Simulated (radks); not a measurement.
**Polarisabilities and dispersion coefficients of Mo⁺, Be²⁺, Ni³⁺ and others**

Aim: static dipole polarisabilities and C6 coefficients, each species in its NIST ground configuration. After each ground state the linear response is solved; its values go to the run's result record, not to the log. Response by self-consistent Sternheimer equations with the Hartree and adiabatic LDA kernel.

Program: radks (a radial shooting solver on a logarithmic mesh, Libxc functionals) version 1. Level of theory: non-relativistic Kohn-Sham, LB94 model potential, spin-polarised, spherical densities, point nucleus; open shells are filled with parallel spins first. These are calculated values, not measurements, unless marked.

**1. The atom as given**

- species: Mo⁺ ([Kr] 4d5), Be²⁺ ([He]), Ni³⁺ ([Ar] 3d7), Nb²⁺ ([Kr] 4d3), In²⁺ ([Kr] 4d10 5s1), F ([He] 2s2 2p5), Si⁺ ([Ne] 3s2 3p1), P ([Ne] 3s2 3p3)

In the logs a row gives level, spin channel, occupation and eigenvalue; Etot, Ekin, Encl (electron-nucleus), Eh (Hartree) and Exc are energies, all in hartree; err is the last residual, it the number of iterations.

LB94 adds a gradient term to the LDA potential that gives it a −1/r tail. It is a model potential with no energy functional, so Etot and Exc are not given.

**2. Mo⁺, [Kr] 4d5**

Settings of this run:

```text
Z 42
configuration [Kr] 4d5
relativity non-relativistic
functional lda,pw
model_potential LB94
spin polarised
nucleus point
response adiabatic LDA kernel
```

What it wrote:

```text
1s      1   1.0000        -714.55453027
2s      1   1.0000        -100.04787453
2p      1   3.0000         -92.34203961
3s      1   1.0000         -17.50492643
3p      1   3.0000         -14.51635619
3d      1   5.0000          -9.02868219
4s      1   1.0000          -2.70572850
4p      1   3.0000          -1.86235213
4d      1   5.0000          -0.62459561
1s      2   1.0000        -714.55530610
2s      2   1.0000        -100.04490516
2p      2   3.0000         -92.34143977
3s      2   1.0000         -17.49779145
3p      2   3.0000         -14.50839754
3d      2   5.0000          -9.01859224
4s      2   1.0000          -2.69821863
4p      2   3.0000          -1.84990557
4d      2   0.0000          -0.60866568
Etot None
Ekin 3989.0566677159923
Encl -9479.20230023615
Eh 1634.8457729325505
Exc None
err 2.991813909511655e-09
it 15
```

4d up is the highest filled level (-16.996 eV). The response step gives α = 18.16 bohr³ (26.22 without the induced potential) and C6 = 116.9 hartree bohr⁶.

Radial moments (bohr):

| level | occupation | energy (eV) | <r> | outermost maximum (interpolated) | 90 % within | nodes |
| --- | --- | --- | --- | --- | --- | --- |
| 3d up | 5 | -245.68 | 0.4124 | 0.321 | 0.657 | 0 |
| 3d down | 5 | -245.41 | 0.4130 | 0.322 | 0.659 | 0 |
| 4s up | 1 | -73.627 | 1.135 | 1.01 | 1.66 | 3 |
| 4s down | 1 | -73.422 | 1.130 | 1.00 | 1.65 | 3 |
| 4p up | 3 | -50.677 | 1.251 | 1.08 | 1.87 | 2 |
| 4p down | 3 | -50.338 | 1.246 | 1.07 | 1.86 | 2 |
| 4d up | 5 | -16.996 | 1.824 | 1.38 | 2.92 | 1 |
| 4d down | 0 | -16.563 | 1.846 | 1.38 | 2.98 | 1 |

The radial density on a logarithmic grid:

| r (bohr) | 4πr²ρ (e/bohr) |
| --- | --- |
| 0.00137 | 1.090 |
| 0.00206 | 2.325 |
| 0.00313 | 4.887 |
| 0.00470 | 9.683 |
| 0.00707 | 17.96 |
| 0.0106 | 30.17 |
| 0.0161 | 44.07 |
| 0.0242 | 51.99 |
| 0.0365 | 48.75 |
| 0.0548 | 44.81 |
| 0.0825 | 56.90 |
| 0.125 | 63.74 |
| 0.188 | 44.97 |
| 0.283 | 45.88 |
| 0.425 | 43.56 |
| 0.644 | 16.17 |
| 0.969 | 11.42 |
| 1.46 | 8.213 |
| 2.19 | 2.556 |
| 3.32 | 0.4423 |
| 5.00 | 0.03033 |

**3. Be²⁺, [He]**

Input: that of step 2 with these lines changed.

```diff
@@ -1,3 +1,3 @@
-Z 42
-configuration [Kr] 4d5
+Z 4
+configuration [He]
 relativity non-relativistic
```

What it wrote:

```text
1s      1   1.0000          -5.45006515
1s      2   1.0000          -5.45006515
Etot None
Ekin 13.495373312967063
Encl -29.36938997781968
Eh 4.526448710662874
Exc None
err 8.631701867378407e-12
it 14
```

1s is the highest filled level (-148.30 eV). The response step gives α = 0.05391 bohr³ (0.05684 without the induced potential) and C6 = 0.01171 hartree bohr⁶.

**4. Ni³⁺, [Ar] 3d7**

Input: that of step 3 with these lines changed.

```diff
@@ -1,3 +1,3 @@
-Z 4
-configuration [He]
+Z 28
+configuration [Ar] 3d7
 relativity non-relativistic
```

What it wrote:

```text
1s      1   1.0000        -302.84546262
2s      1   1.0000         -37.79754749
2p      1   3.0000         -33.33228218
3s      1   1.0000          -5.80851225
3p      1   3.0000          -4.44417158
3d      1   5.0000          -2.16222455
1s      2   1.0000        -302.84702480
2s      2   1.0000         -37.81303009
2p      2   3.0000         -33.34630616
3s      2   1.0000          -5.70180407
3p      2   3.0000          -4.34149274
3d      2   2.0000          -2.07574854
Etot None
Ekin 1511.1462272623091
Encl -3565.727513361214
Eh 610.7456574640182
Exc None
err 3.604052045845301e-09
it 15
```

Highest occupied level: 3d down at -56.484 eV. The response step gives α = 1.625 bohr³ (2.006 without the induced potential) and C6 = 3.858 hartree bohr⁶.

**5. Nb²⁺, [Kr] 4d3**

Input: that of step 4 with these lines changed.

```diff
@@ -1,3 +1,3 @@
-Z 28
-configuration [Ar] 3d7
+Z 41
+configuration [Kr] 4d3
 relativity non-relativistic
```

What it wrote:

```text
1s      1   1.0000        -679.39883507
2s      1   1.0000         -94.69604063
2p      1   3.0000         -87.23173649
3s      1   1.0000         -16.62859030
3p      1   3.0000         -13.76710109
3d      1   5.0000          -8.52623612
4s      1   1.0000          -2.92631760
4p      1   3.0000          -2.13341036
4d      1   3.0000          -0.96526244
1s      2   1.0000        -679.39929335
2s      2   1.0000         -94.69441437
2p      2   3.0000         -87.23147528
3s      2   1.0000         -16.62376070
3p      2   3.0000         -13.76195162
3d      2   5.0000          -8.52020877
4s      2   1.0000          -2.92697130
4p      2   3.0000          -2.13110274
4d      2   0.0000          -0.96118214
Etot None
Ekin 3766.0447087779025
Encl -8934.441368512937
Eh 1530.5654694867312
Exc None
err 1.3684280490559046e-09
it 15
```

4d up is the highest filled level (-26.266 eV). The response step gives α = 10.21 bohr³ (14.25 without the induced potential) and C6 = 53.40 hartree bohr⁶.

**6. In²⁺, [Kr] 4d10 5s1**

Input: that of step 5 with these lines changed.

```diff
@@ -1,3 +1,3 @@
-Z 41
-configuration [Kr] 4d3
+Z 49
+configuration [Kr] 4d10 5s1
 relativity non-relativistic
```

What it wrote:

```text
1s      1   1.0000        -990.27136217
2s      1   1.0000        -146.26961728
2p      1   3.0000        -136.84025402
3s      1   1.0000         -28.64226667
3p      1   3.0000         -24.73823911
3d      1   5.0000         -17.48532542
4s      1   1.0000          -4.99646569
4p      1   3.0000          -3.73023206
4d      1   5.0000          -1.66340264
5s      1   1.0000          -1.08235126
1s      2   1.0000        -990.26914811
2s      2   1.0000        -146.26831289
2p      2   3.0000        -136.83924525
3s      2   1.0000         -28.64143889
3p      2   3.0000         -24.73743067
3d      2   5.0000         -17.48439594
4s      2   1.0000          -4.99390206
4p      2   3.0000          -3.72962221
4d      2   5.0000          -1.67058114
5s      2   0.0000          -1.11192161
Etot None
Ekin 5756.178959738754
Encl -13650.23319844834
Eh 2308.3795391882513
Exc None
err 4.5983769016145054e-09
it 15
```

The top filled level is 5s up, -29.452 eV. The response step gives α = 12.94 bohr³ (20.23 without the induced potential) and C6 = 59.45 hartree bohr⁶.

**7. F, [He] 2s2 2p5**

Input: that of step 6 with these lines changed.

```diff
@@ -1,3 +1,3 @@
-Z 49
-configuration [Kr] 4d10 5s1
+Z 9
+configuration [He] 2s2 2p5
 relativity non-relativistic
```

What it wrote:

```text
1s      1   1.0000         -25.36682745
2s      1   1.0000          -1.36345823
2p      1   3.0000          -0.69450475
1s      2   1.0000         -25.38457935
2s      2   1.0000          -1.30819301
2p      2   2.0000          -0.64649738
Etot None
Ekin 100.46052302528008
Encl -240.0295805387957
Eh 50.219534836559475
Exc None
err 1.255232746102576e-10
it 15
```

Highest occupied level: 2p down at -17.592 eV. The response step gives α = 3.541 bohr³ (4.171 without the induced potential) and C6 = 9.252 hartree bohr⁶.

**8. Si⁺, [Ne] 3s2 3p1**

Input: that of step 7 with these lines changed.

```diff
@@ -1,3 +1,3 @@
-Z 9
-configuration [He] 2s2 2p5
+Z 14
+configuration [Ne] 3s2 3p1
 relativity non-relativistic
```

What it wrote:

```text
1s      1   1.0000         -67.33292955
2s      1   1.0000          -5.88467361
2p      1   3.0000          -4.31439188
3s      1   1.0000          -0.86371625
3p      1   1.0000          -0.59295817
1s      2   1.0000         -67.33475571
2s      2   1.0000          -5.88255217
2p      2   3.0000          -4.31200836
3s      2   1.0000          -0.86565904
3p      2   0.0000          -0.59068617
Etot None
Ekin 290.7151645809433
Encl -687.4740989505823
Eh 128.3348642717816
Exc None
err 1.9859451208246188e-09
it 14
```

3p up is the highest filled level (-16.135 eV). The response step gives α = 18.23 bohr³ (29.91 without the induced potential) and C6 = 93.47 hartree bohr⁶.

**9. P, [Ne] 3s2 3p3**

Input: that of step 8 with these lines changed.

```diff
@@ -1,3 +1,3 @@
-Z 14
-configuration [Ne] 3s2 3p1
+Z 15
+configuration [Ne] 3s2 3p3
 relativity non-relativistic
```

What it wrote:

```text
1s      1   1.0000         -77.96791962
2s      1   1.0000          -6.83406624
2p      1   3.0000          -5.06770779
3s      1   1.0000          -0.67471238
3p      1   3.0000          -0.36868996
1s      2   1.0000         -77.97267499
2s      2   1.0000          -6.82839276
2p      2   3.0000          -5.06000280
3s      2   1.0000          -0.65971256
3p      2   0.0000          -0.34568731
Etot None
Ekin 343.0553181597942
Encl -815.4100106489605
Eh 154.37015584617677
Exc None
err 2.368218625386465e-09
it 14
```

The top filled level is 3p up, -10.033 eV. The response step gives α = 27.55 bohr³ (41.16 without the induced potential) and C6 = 205.4 hartree bohr⁶.

**10. All runs together**

| species | −ε(HOMO) (eV) | α (bohr³) | α uncoupled (bohr³) | C6 (hartree bohr⁶) | C8 (hartree bohr⁸) | recommended α (bohr³) |
| --- | --- | --- | --- | --- | --- | --- |
| Mo⁺ | 16.996 | 18.16 | 26.22 | 116.9 | - | - |
| Be²⁺ | 148.30 | 0.05391 | 0.05684 | 0.01171 | 0.01990 | - |
| Ni³⁺ | 56.484 | 1.625 | 2.006 | 3.858 | - | - |
| Nb²⁺ | 26.266 | 10.21 | 14.25 | 53.40 | - | - |
| In²⁺ | 29.452 | 12.94 | 20.23 | 59.45 | 1168 | - |
| F | 17.592 | 3.541 | 4.171 | 9.252 | - | 3.74 |
| Si⁺ | 16.135 | 18.23 | 29.91 | 93.47 | - | - |
| P | 10.033 | 27.55 | 41.16 | 205.4 | - | 25 |

**Reading.** Uncoupled leaves out the potential induced by the response; C6 and C8 are for like pairs. P is the most polarisable and Be²⁺ the least, a factor 511 apart. For the pair P–Be²⁺ the Casimir-Polder integral gives C6 = 0.8054, the rule 2·Ca·Cb/(Ca·αb/αa + Cb·αa/αb) on the like-pair values 0.7534. Against the recommended values (Schwerdtfeger and Nagle, 2023 table) the misses are F -5 %, P +10 %. C8 is given only where no p, d or f shell is open. For heavy and open-shell atoms this level can miss by tens of per cent.
